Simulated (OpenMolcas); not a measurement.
# One shape, several levels: GaSiH4OF (SMILES [F][GaH][O][SiH3])

Wanted: a comparison of 6 runs (B2PLYP/6-31G*, BHLYP/6-31G*, M06-2X/6-31G*, PBE0/6-31G*, TPSS/6-31G*, MP2/6-31G*) of GaSiH4OF. 

Program for the calculation: OpenMolcas 26.06.

1 further run of the same task is left out (set aside as unsound or not needed).

## 1. The molecule

GaSiH4OF has 8 atoms, charge 0, and is taken as a singlet. SMILES: `[F][GaH][O][SiH3]`. The shape is that of a PBE0-D4/def2-TZVP optimisation. This is one conformer, not always the lowest.

Bond lengths: F1–Ga2 1.751 Å, Ga2–O3 1.763 Å, O3–Si4 1.639 Å, Ga2–H5 1.537 Å, Si4–H6 1.485 Å, Si4–H7 1.487 Å, Si4–H8 1.487 Å. Angles: F1–Ga2–O3 113.0°, Ga2–O3–Si4 138.2°, F1–Ga2–H5 121.9°, O3–Ga2–H5 125.1°, O3–Si4–H6 108.0°, O3–Si4–H7 111.0°, O3–Si4–H8 111.0°, H6–Si4–H7 109.1°, H6–Si4–H8 109.1°, H7–Si4–H8 108.7°.

## 2. A single-point energy at B2PLYP/6-31G(d) (spherical functions) (run 1)

File run.inp:

```
* FGaH4OSi Kohn-Sham DFT
>>> EXPORT MOLCAS_PRINT=2

&GATEWAY
 BASLIB=$CurrDir
 BASISSET
 F.6-31Gs....
 F1 0.857100 1.472000 1.846200 angstrom
 End of Basis
 BASISSET
 Ga.6-31Gs....
 Ga2 1.323900 1.220200 0.177500 angstrom
 End of Basis
 BASISSET
 O.6-31Gs....
 O3 0.322200 0.024800 -0.644000 angstrom
 End of Basis
 BASISSET
 Si.6-31Gs....
 Si4 -0.952800 -0.945800 -0.299100 angstrom
 End of Basis
 BASISSET
 H.6-31Gs....
 H5 2.493100 1.984200 -0.463100 angstrom
 H6 -1.287500 -1.717200 -1.523200 angstrom
 H7 -0.618600 -1.894300 0.796900 angstrom
 H8 -2.137300 -0.143800 0.108800 angstrom
 End of Basis

&SEWARD
 GRIDINPUT
 Grid=UltraFine
 End of Grid

&SCF
 KSDFT=B2PLYP_SCF
 THRESHOLDS=1e-10 1e-07 1e-07 1e-05
 PRORBITALS=1

&MBPT2
 FROZEN=16
```

The basis set 6-31G* is read from a file made from the Basis Set Exchange's data (not shown).

Launch:

```console
export MOLCAS_MEM=1860
pymolcas run.inp > run.log
```

Output:

```text
--- Start Module: gateway ---
[...]
--- Stop Module: gateway /rc=_RC_ALL_IS_WELL_ ---
[...]
      Basis functions           86
[...]
--- Start Module: scf ---
[...]
       Convergence after  13 Iterations
[...]
::    Total KS-DFT energy                           -2390.7450380360
[...]
      Total spin, S                                     0.0000000000
[...]
      Total electronic charge=   66.000000
      Total            charge=   -0.000000
[...]
      Dipole Moment (debye):
      Origin of the operator (angstrom)=    0.6214    0.6196    0.2027
                   X=  1.0954E+00               Y=  4.8095E-01               Z= -1.2006E+00           Total=  1.6949E+00
      Quadrupole Moment (debye*angstrom):
[...]
--- Stop Module: scf /rc=_RC_ALL_IS_WELL_ ---
[...]
--- Start Module: mbpt2 ---
[...]
 ###    WARNING: MP2 implementation intended for RHF references only         ###
 ###############################################################################
MBPT2 WARNING: Reference function according to RunFile:KS-DFT
I'll assume you know what you're doing and continue
WARNING!
Default frozen orbitals as non valence orbitals is overwritten by user input.
Default values:  18
[...]
       Reference weight ( Cref**2 )         =        0.78231
::    Total MBPT2 energy                            -2391.5633857905
[...]
      Total MBPT2 calculations                           0.33      0.39
--- Stop Module: mbpt2 /rc=_RC_ALL_IS_WELL_ ---
[...]
```

It took 23 s on 1 thread of AMD EPYC 7R43 (Zen 3), shared host; peak memory 0.47 GiB.

## 3. Energy and forces at BHLYP/6-31G(d) (spherical functions) (run 2)

File mol.inp:

```
* FGaH4OSi Kohn-Sham DFT
&GATEWAY
BasLib=$CurrDir
Coord
8
angstrom
F        0.857100       1.472000       1.846200
Ga       1.323900       1.220200       0.177500
O        0.322200       0.024800      -0.644000
Si      -0.952800      -0.945800      -0.299100
H        2.493100       1.984200      -0.463100
H       -1.287500      -1.717200      -1.523200
H       -0.618600      -1.894300       0.796900
H       -2.137300      -0.143800       0.108800
Basis=6-31Gs
Group=NoSym
&SEWARD
GridInput
Grid=UltraFine
End of Grid
&SCF
KSDFT=HYB_GGA_XC_BHANDHLYP
Thresholds=1e-10 1e-07 1e-07 1e-05
PrOrbitals=1 1
&ALASKA
```

The basis set 6-31G* is read from a file made from the Basis Set Exchange's data (not shown).

Launch:

```console
export MOLCAS_MEM=1860
pymolcas mol.inp > mol.log
```

Output:

```text
--- Start Module: gateway ---
[...]
--- Stop Module: gateway /rc=_RC_ALL_IS_WELL_ ---
[...]
      Basis functions           86
[...]
--- Start Module: scf ---
[...]
       Convergence after  13 Iterations
[...]
::    Total KS-DFT energy                           -2391.5070501380
[...]
      Total spin, S                                     0.0000000000
[...]
      Total electronic charge=   66.000000
      Total            charge=   -0.000000
[...]
      Dipole Moment (debye):
      Origin of the operator (angstrom)=    0.6214    0.6196    0.2027
                   X=  1.0913E+00               Y=  4.7561E-01               Z= -1.2052E+00           Total=  1.6940E+00
      Quadrupole Moment (debye*angstrom):
[...]
 *              Molecular gradients               *
 **************************************************
  Irreducible representation: a
 ------------------------------------------------------------------------------------------
                              X                       Y                       Z
 ------------------------------------------------------------------------------------------
  F1               -1.69684086444555E-03    9.10995013074789E-04    6.07631588869140E-03
  GA2               2.26599082544254E-03   -9.62603613835711E-04   -7.50574162857021E-03
  O3               -1.99716200717770E-03   -9.69544523909960E-04    1.96651923873148E-03
  SI4               3.99823414850076E-03    3.01522735584214E-03   -1.12273339626467E-03
  H5               -9.65043663033960E-04   -6.63536315657520E-04    4.62701711466451E-04
  H6               -2.82294535080885E-04   -1.63616854620630E-03   -3.55775300381467E-03
  H7                1.31648287803671E-03   -2.12578385767337E-03    2.73700942012933E-03
  H8               -2.63936678234611E-03    2.43141448829176E-03    9.43681769709270E-04
[...]
```

It took 49 s on 1 thread of AMD EPYC 7R43 (Zen 3), shared host; peak memory 0.47 GiB.

## 4. Energy and forces at M06-2X/6-31G(d) (spherical functions) (run 3)

File job.input:

```
&gateway
  baslib=$CurrDir
  coord
  8
  angstrom
  F        0.857100       1.472000       1.846200
  Ga       1.323900       1.220200       0.177500
  O        0.322200       0.024800      -0.644000
  Si      -0.952800      -0.945800      -0.299100
  H        2.493100       1.984200      -0.463100
  H       -1.287500      -1.717200      -1.523200
  H       -0.618600      -1.894300       0.796900
  H       -2.137300      -0.143800       0.108800
  basis=6-31Gs
  group=NoSym

&seward
  gridinput
  Grid=UltraFine
  End of Grid

&scf
  ksdft=M062X
  thresholds=1e-10 1e-07 1e-07 1e-05
  prorbitals=1

&alaska
```

The basis set 6-31G* is read from a file made from the Basis Set Exchange's data (not shown).

Launch:

```console
export MOLCAS_MEM=1860
pymolcas job.input > job.log
```

Output:

```text
--- Start Module: gateway ---
[...]
--- Stop Module: gateway /rc=_RC_ALL_IS_WELL_ ---
[...]
      Basis functions           86
[...]
--- Start Module: scf ---
[...]
       Convergence after  13 Iterations
[...]
::    Total KS-DFT energy                           -2391.5079644155
[...]
      Total spin, S                                     0.0000000000
[...]
      Total electronic charge=   66.000000
      Total            charge=   -0.000000
[...]
      Dipole Moment (debye):
      Origin of the operator (angstrom)=    0.6214    0.6196    0.2027
                   X=  9.9914E-01               Y=  4.2111E-01               Z= -1.1401E+00           Total=  1.5733E+00
      Quadrupole Moment (debye*angstrom):
[...]
 *              Molecular gradients               *
 **************************************************
  Irreducible representation: a
 ------------------------------------------------------------------------------------------
                              X                       Y                       Z
 ------------------------------------------------------------------------------------------
  F1                1.76139020626742E-04   -4.00629707817401E-05   -4.67750175122461E-04
  GA2              -3.15249869622392E-05   -2.80284621318927E-03   -7.08545237807634E-03
  O3               -2.57634336790602E-03    6.45631696677640E-04    7.30874590437836E-03
  SI4               7.07573741215484E-03    5.36284803790998E-03   -1.93862284313639E-03
  H5               -4.65277564369782E-03   -3.00915607884544E-03    2.64027331116967E-03
  H6                2.79083200824370E-04   -4.68423208883628E-04   -1.82736376557635E-03
  H7                7.12764758926843E-04   -8.18343663866461E-04    1.07041712892375E-03
  H8               -9.83080393943681E-04    1.13035240098736E-03    2.99752817338295E-04
[...]
```

It took 44 s on 1 thread of AMD EPYC 7R43 (Zen 3), shared host; peak memory 0.47 GiB.

Runs 4 to 5 aren't shown in full; the table further down has their settings and results.

## 5. The energy at MP2/6-31G(d) (spherical functions) (run 6)

File mol.input:

```
&GATEWAY
  BASLIB=$CurrDir
  COORD
  8
  angstrom
  F        0.857100       1.472000       1.846200
  Ga       1.323900       1.220200       0.177500
  O        0.322200       0.024800      -0.644000
  Si      -0.952800      -0.945800      -0.299100
  H        2.493100       1.984200      -0.463100
  H       -1.287500      -1.717200      -1.523200
  H       -0.618600      -1.894300       0.796900
  H       -2.137300      -0.143800       0.108800
  BASIS=6-31Gs
  GROUP=NoSym

&SEWARD

&SCF
  THRESHOLDS=1e-10 1e-07 1e-07 1e-05
  PRORBITALS=1 1

&MBPT2
  FROZEN=16
```

The basis set 6-31G* is read from a file made from the Basis Set Exchange's data (not shown).

Launch:

```console
export MOLCAS_MEM=1860
pymolcas mol.input > mol.log
```

Output:

```text
--- Start Module: gateway ---
[...]
--- Stop Module: gateway /rc=_RC_ALL_IS_WELL_ ---
[...]
      Basis functions           86
[...]
--- Start Module: scf ---
[...]
       Convergence after  14 Iterations
[...]
::    Total SCF energy                              -2388.6109448981
[...]
      Total spin, S                                     0.0000000000
[...]
      Total electronic charge=   66.000000
      Total            charge=   -0.000000
[...]
      Dipole Moment (debye):
      Origin of the operator (angstrom)=    0.6214    0.6196    0.2027
                   X=  1.1808E+00               Y=  5.2490E-01               Z= -1.2781E+00           Total=  1.8175E+00
      Quadrupole Moment (debye*angstrom):
[...]
--- Stop Module: scf /rc=_RC_ALL_IS_WELL_ ---
[...]
--- Start Module: mbpt2 ---
[...]
WARNING!
Default frozen orbitals as non valence orbitals is overwritten by user input.
Default values:  18
[...]
       Reference weight ( Cref**2 )         =        0.85105
::    Total MBPT2 energy                            -2389.2780256211
[...]
      Total MBPT2 calculations                           0.49      0.59
--- Stop Module: mbpt2 /rc=_RC_ALL_IS_WELL_ ---
[...]
```

Wall time 16 s (1 thread of AMD EPYC 7R43 (Zen 3), shared host); peak memory 0.47 GiB.

## 6. Overview of the runs

```csv
run,level,task,frozen core orbitals,energy (Eh),dipole moment (D) of the reference,HOMO energy (eV),LUMO energy (eV),wall time
1,B2PLYP/6-31G* (spherical functions),energy,16,-2390.965992,1.69,-10.03,-0.10,23 s
2,BHLYP/6-31G* (spherical functions),gradient,–,-2391.507050,1.69,-10.07,-0.37,49 s
3,M06-2X/6-31G* (spherical functions),gradient,–,-2391.507964,1.57,-10.07,-0.63,44 s
4,PBE0/6-31G* (spherical functions),gradient,–,-2391.047707,1.60,-8.69,-1.06,57 s
5,TPSS/6-31G* (spherical functions),gradient,–,-2391.638668,1.45,-7.46,-1.69,79 s
6,MP2/6-31G* (spherical functions),energy,16,-2389.278026,1.82,-12.27,1.53,16 s
```

## 7. Results

```
                                           quantity           value
                                run 6: total energy  -2389.27803 Eh
          run 6: dipole moment (mean-field density)          1.82 D
         run 6: HOMO energy (Hartree–Fock orbitals)       -12.27 eV
         run 6: LUMO energy (Hartree–Fock orbitals)         1.53 eV
       run 6: HOMO–LUMO gap (Hartree–Fock orbitals)        13.80 eV
run 6: correlation energy (16 core orbitals frozen)      -667.1 mEh
```

Over runs 1, 2, 3, 4, 5 the dipole moment (its size) runs from 1.45 D (TPSS/6-31G*) to 1.69 D (B2PLYP/6-31G*). A double hybrid's value is that of its SCF part. Over runs 1, 2, 3, 4, 5 the HOMO–LUMO gap runs from 5.77 eV (TPSS/6-31G*) to 9.93 eV (B2PLYP/6-31G*). For B2PLYP the log adds the whole second-order term; the table takes 0.27 of it, as the functional is defined. Totals of different functionals can't be ranked against each other. All runs together took 4.5 min, the longest 79 s.
